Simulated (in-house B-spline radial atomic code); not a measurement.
**N in a hard spherical wall**

What does confinement do to N? The free system is solved first, then the same system inside hard walls. More than one configuration is followed.

The numbers are computed with in-house B-spline radial atomic code version 1 (non-relativistic r2SCAN, spin-polarised, spherical fractional occupations, point nucleus, basis-set limit), except any that are marked as measured or tabulated.

## Step 1: What is computed

| Item | Value |
| --- | --- |
| element | nitrogen (Z = 7) |
| charge | 0 |
| electrons | 7 |
| configuration | [He] 2s2 2p3 |
| Hamiltonian | non-relativistic |
| nucleus | point |

The outer shells:

[He] 2s2 2p3
```
[He] core
2s [↑↓]
2p [↑ ][↑ ][↑ ]
```

Where spins are not typed, each open shell is filled with up spins first.

## Step 2: The free system

Settings, as recorded:

```ini
Z = 7
electrons = 7.0
configuration = [He] 2s2 2p3
hamiltonian = nr
method = r2scan
spin_polarised = True
```

## Step 3: Wall at 6.54 bohr, configuration [He] 2s2 2p3

The settings differ from step 2 so:

```diff
@@ -6 +6,2 @@
 spin_polarised = True
+wall_radius = 6.54
```

## Step 4: Wall at 3.98 bohr, configuration [He] 2s2 2p3

The settings differ from step 3 so:

```diff
@@ -6,2 +6,2 @@
 spin_polarised = True
-wall_radius = 6.54
+wall_radius = 3.98
```

## Step 5: Wall at 2.8 bohr, configuration [He] 2s2 2p3

The settings differ from step 4 so:

```diff
@@ -6,2 +6,2 @@
 spin_polarised = True
-wall_radius = 3.98
+wall_radius = 2.8
```

## Step 6: Wall at 2.31 bohr, configuration [He] 2s2 2p3

The settings differ from step 5 so:

```diff
@@ -6,2 +6,2 @@
 spin_polarised = True
-wall_radius = 2.8
+wall_radius = 2.31
```

## Step 7: Wall at 1.58 bohr, configuration [He] 2s2 2p3

The settings differ from step 6 so:

```diff
@@ -6,2 +6,2 @@
 spin_polarised = True
-wall_radius = 2.31
+wall_radius = 1.58
```

## Step 8: Wall at 6.54 bohr, configuration [He] 2s1 2p4

Settings, as recorded:

```ini
Z = 7
electrons = 7.0
configuration = [He] 2s1 2p4
hamiltonian = nr
method = r2scan
spin_polarised = True
wall_radius = 6.54
```

## Step 9: Wall at 3.98 bohr, configuration [He] 2s1 2p4

The settings differ from step 8 so:

```diff
@@ -6,2 +6,2 @@
 spin_polarised = True
-wall_radius = 6.54
+wall_radius = 3.98
```

## Step 10: Wall at 2.8 bohr, configuration [He] 2s1 2p4

The settings differ from step 9 so:

```diff
@@ -6,2 +6,2 @@
 spin_polarised = True
-wall_radius = 3.98
+wall_radius = 2.8
```

## Step 11: Wall at 2.31 bohr, configuration [He] 2s1 2p4

The settings differ from step 10 so:

```diff
@@ -6,2 +6,2 @@
 spin_polarised = True
-wall_radius = 2.8
+wall_radius = 2.31
```

## Step 12: Wall at 1.58 bohr, configuration [He] 2s1 2p4

The settings differ from step 11 so:

```diff
@@ -6,2 +6,2 @@
 spin_polarised = True
-wall_radius = 2.31
+wall_radius = 1.58
```

What do the energy and the highest level do as the wall closes in, and which configuration is lower at each radius?

**Answer**, as computed:

| configuration | radius (bohr) | energy above the free system (eV) | highest level (eV) |
| --- | --- | --- | --- |
| [He] 2s2 2p3 | 6.54 | 0.0156 | -8.851 (2p up) |
| [He] 2s2 2p3 | 3.98 | 1.306 | -7.297 (2p up) |
| [He] 2s2 2p3 | 2.8 | 11.890 | -0.594 (2p up) |
| [He] 2s2 2p3 | 2.31 | 31.660 | 8.095 (2p up) |
| [He] 2s2 2p3 | 1.58 | 156.11 | 46.408 (2p up) |
| [He] 2s1 2p4 | 6.54 | 11.835 | -3.592 (2p down) |
| [He] 2s1 2p4 | 3.98 | 13.694 | -1.261 (2p down) |
| [He] 2s1 2p4 | 2.8 | 25.540 | 6.820 (2p down) |
| [He] 2s1 2p4 | 2.31 | 46.086 | 16.711 (2p down) |
| [He] 2s1 2p4 | 1.58 | 167.73 | 58.448 (2p down) |

For [He] 2s2 2p3 the energy above the free reference is 0.0156 eV at 6.54 bohr and 156.11 eV at 1.58 bohr. Its highest level passes zero between 2.8 and 2.31 bohr; in smaller spheres the level is positive, pushed up by confinement, and the wall keeps the electron in. Of [He] 2s2 2p3 and [He] 2s1 2p4, the first stays lower at every radius that both share. A hard wall is a crude model of an atom's surroundings.
